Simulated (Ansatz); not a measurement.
# Mg27HO26 (Periclase): the cost of one run

Program: Ansatz 0.2.0. Level of theory: DFT, PBE, plane-wave PAW, default files, scalar-relativistic, as far as a step names no other. These are calculated values, not measurements.

The COD entry's cell or inner coordinates are ideal or old and differ from later refinements, so a difference from it is no clean test against experiment.

## (1) The starting structure

Symmetry: Fm-3m, No. 225, cubic system. Conventional cell: a = 12.651 Å, b = 12.651 Å, c = 12.651 Å, α = 90.00°, β = 90.00°, γ = 90.00°. Around Mg (site symmetry 3m) lie 6 O at 2.11 Å. Mg (site symmetry 4mm) has 5 O at 2.11 Å and 1 H at 2.11 Å as nearest neighbours. Mg (site symmetry mm2) is surrounded by 6 O at 2.11 Å. Mg (site symmetry m-3m) is surrounded by 6 O at 2.11 Å. H (site symmetry m-3m) has 6 Mg at 2.11 Å as nearest neighbours. Around O (site symmetry mm2) lie 6 Mg at 2.11 Å. O (site symmetry 3m) has 6 Mg at 2.11 Å as nearest neighbours. O (site symmetry 4mm) is surrounded by 6 Mg at 2.11 Å.

As a file:

```
CELL_PARAMETERS angstrom
0.00000 6.32550 6.32550
6.32550 0.00000 6.32550
6.32550 6.32550 0.00000
ATOMIC_POSITIONS crystal
Mg 0.00000 0.00000 0.00000
Mg 0.00000 0.00000 0.33333
Mg 0.00000 0.00000 0.66667
Mg 0.00000 0.33333 0.00000
Mg 0.00000 0.33333 0.33333
Mg 0.00000 0.33333 0.66667
Mg 0.00000 0.66667 0.00000
Mg 0.00000 0.66667 0.33333
Mg 0.00000 0.66667 0.66667
Mg 0.33333 0.00000 0.00000
Mg 0.33333 0.00000 0.33333
Mg 0.33333 0.00000 0.66667
Mg 0.33333 0.33333 0.00000
Mg 0.33333 0.33333 0.33333
Mg 0.33333 0.33333 0.66667
Mg 0.33333 0.66667 0.00000
Mg 0.33333 0.66667 0.33333
Mg 0.33333 0.66667 0.66667
Mg 0.66667 0.00000 0.00000
Mg 0.66667 0.00000 0.33333
Mg 0.66667 0.00000 0.66667
Mg 0.66667 0.33333 0.00000
Mg 0.66667 0.33333 0.33333
Mg 0.66667 0.33333 0.66667
Mg 0.66667 0.66667 0.00000
Mg 0.66667 0.66667 0.33333
Mg 0.66667 0.66667 0.66667
H 0.16667 0.16667 0.16667
O 0.16667 0.16667 0.50000
O 0.16667 0.16667 0.83333
O 0.16667 0.50000 0.16667
O 0.16667 0.50000 0.50000
O 0.16667 0.50000 0.83333
O 0.16667 0.83333 0.16667
O 0.16667 0.83333 0.50000
O 0.16667 0.83333 0.83333
O 0.50000 0.16667 0.16667
O 0.50000 0.16667 0.50000
O 0.50000 0.16667 0.83333
O 0.50000 0.50000 0.16667
O 0.50000 0.50000 0.50000
O 0.50000 0.50000 0.83333
O 0.50000 0.83333 0.16667
O 0.50000 0.83333 0.50000
O 0.50000 0.83333 0.83333
O 0.83333 0.16667 0.16667
O 0.83333 0.16667 0.50000
O 0.83333 0.16667 0.83333
O 0.83333 0.50000 0.16667
O 0.83333 0.50000 0.50000
O 0.83333 0.50000 0.83333
O 0.83333 0.83333 0.16667
O 0.83333 0.83333 0.50000
O 0.83333 0.83333 0.83333
```

Atom 28 of the input is the impurity.

## (2) Gradients at the starting positions

File input.yaml:

```yaml
crystal:
  lattice:
    - [0.0, 6.3255, 6.3255]
    - [6.3255, 0.0, 6.3255]
    - [6.3255, 6.3255, 0.0]
  atoms:
    - { symbol: Mg, position: [0.0, 0.0, 0.0] }
    - { symbol: Mg, position: [0.0, 0.0, 0.3333333333] }
    - { symbol: Mg, position: [0.0, 0.0, 0.6666666667] }
    - { symbol: Mg, position: [0.0, 0.3333333333, 0.0] }
    - { symbol: Mg, position: [0.0, 0.3333333333, 0.3333333333] }
    - { symbol: Mg, position: [0.0, 0.3333333333, 0.6666666667] }
    - { symbol: Mg, position: [0.0, 0.6666666667, 0.0] }
    - { symbol: Mg, position: [0.0, 0.6666666667, 0.3333333333] }
    - { symbol: Mg, position: [0.0, 0.6666666667, 0.6666666667] }
    - { symbol: Mg, position: [0.3333333333, 0.0, 0.0] }
    - { symbol: Mg, position: [0.3333333333, 0.0, 0.3333333333] }
    - { symbol: Mg, position: [0.3333333333, 0.0, 0.6666666667] }
    - { symbol: Mg, position: [0.3333333333, 0.3333333333, 0.0] }
    - { symbol: Mg, position: [0.3333333333, 0.3333333333, 0.3333333333] }
    - { symbol: Mg, position: [0.3333333333, 0.3333333333, 0.6666666667] }
    - { symbol: Mg, position: [0.3333333333, 0.6666666667, 0.0] }
    - { symbol: Mg, position: [0.3333333333, 0.6666666667, 0.3333333333] }
    - { symbol: Mg, position: [0.3333333333, 0.6666666667, 0.6666666667] }
    - { symbol: Mg, position: [0.6666666667, 0.0, 0.0] }
    - { symbol: Mg, position: [0.6666666667, 0.0, 0.3333333333] }
    - { symbol: Mg, position: [0.6666666667, 0.0, 0.6666666667] }
    - { symbol: Mg, position: [0.6666666667, 0.3333333333, 0.0] }
    - { symbol: Mg, position: [0.6666666667, 0.3333333333, 0.3333333333] }
    - { symbol: Mg, position: [0.6666666667, 0.3333333333, 0.6666666667] }
    - { symbol: Mg, position: [0.6666666667, 0.6666666667, 0.0] }
    - { symbol: Mg, position: [0.6666666667, 0.6666666667, 0.3333333333] }
    - { symbol: Mg, position: [0.6666666667, 0.6666666667, 0.6666666667] }
    - { symbol: H, position: [0.1666666667, 0.1666666667, 0.1666666667] }
    - { symbol: O, position: [0.1666666667, 0.1666666667, 0.5] }
    - { symbol: O, position: [0.1666666667, 0.1666666667, 0.8333333333] }
    - { symbol: O, position: [0.1666666667, 0.5, 0.1666666667] }
    - { symbol: O, position: [0.1666666667, 0.5, 0.5] }
    - { symbol: O, position: [0.1666666667, 0.5, 0.8333333333] }
    - { symbol: O, position: [0.1666666667, 0.8333333333, 0.1666666667] }
    - { symbol: O, position: [0.1666666667, 0.8333333333, 0.5] }
    - { symbol: O, position: [0.1666666667, 0.8333333333, 0.8333333333] }
    - { symbol: O, position: [0.5, 0.1666666667, 0.1666666667] }
    - { symbol: O, position: [0.5, 0.1666666667, 0.5] }
    - { symbol: O, position: [0.5, 0.1666666667, 0.8333333333] }
    - { symbol: O, position: [0.5, 0.5, 0.1666666667] }
    - { symbol: O, position: [0.5, 0.5, 0.5] }
    - { symbol: O, position: [0.5, 0.5, 0.8333333333] }
    - { symbol: O, position: [0.5, 0.8333333333, 0.1666666667] }
    - { symbol: O, position: [0.5, 0.8333333333, 0.5] }
    - { symbol: O, position: [0.5, 0.8333333333, 0.8333333333] }
    - { symbol: O, position: [0.8333333333, 0.1666666667, 0.1666666667] }
    - { symbol: O, position: [0.8333333333, 0.1666666667, 0.5] }
    - { symbol: O, position: [0.8333333333, 0.1666666667, 0.8333333333] }
    - { symbol: O, position: [0.8333333333, 0.5, 0.1666666667] }
    - { symbol: O, position: [0.8333333333, 0.5, 0.5] }
    - { symbol: O, position: [0.8333333333, 0.5, 0.8333333333] }
    - { symbol: O, position: [0.8333333333, 0.8333333333, 0.1666666667] }
    - { symbol: O, position: [0.8333333333, 0.8333333333, 0.5] }
    - { symbol: O, position: [0.8333333333, 0.8333333333, 0.8333333333] }
total_charge: 1
kpoints:
  mp_grid: { grid: [3, 3, 3] }
scf:
  occupations: { method: fermi_dirac, width: 0.01 }
hamiltonian:
  xc: pbe
  pseudopotentials: { kind: paw }
output:
  forces: true
  stress: true
  populations: true
  efg:
    quadrupole_moments_barn: { Mg: 0.1994, H: 0.00285783, O: -0.02558 }
    contact_densities: true
```

Run with:

```bash
ansatz run input.yaml --threads 1 --pin off --max-ram 3072MiB --backend cpu --events-out ev --progress --plain --runs-dir out
```

Q: Estimate wall time and peak memory on 1 thread of Arm Neoverse V2, shared host.

About 71 s, with a peak of 1.2 GiB.
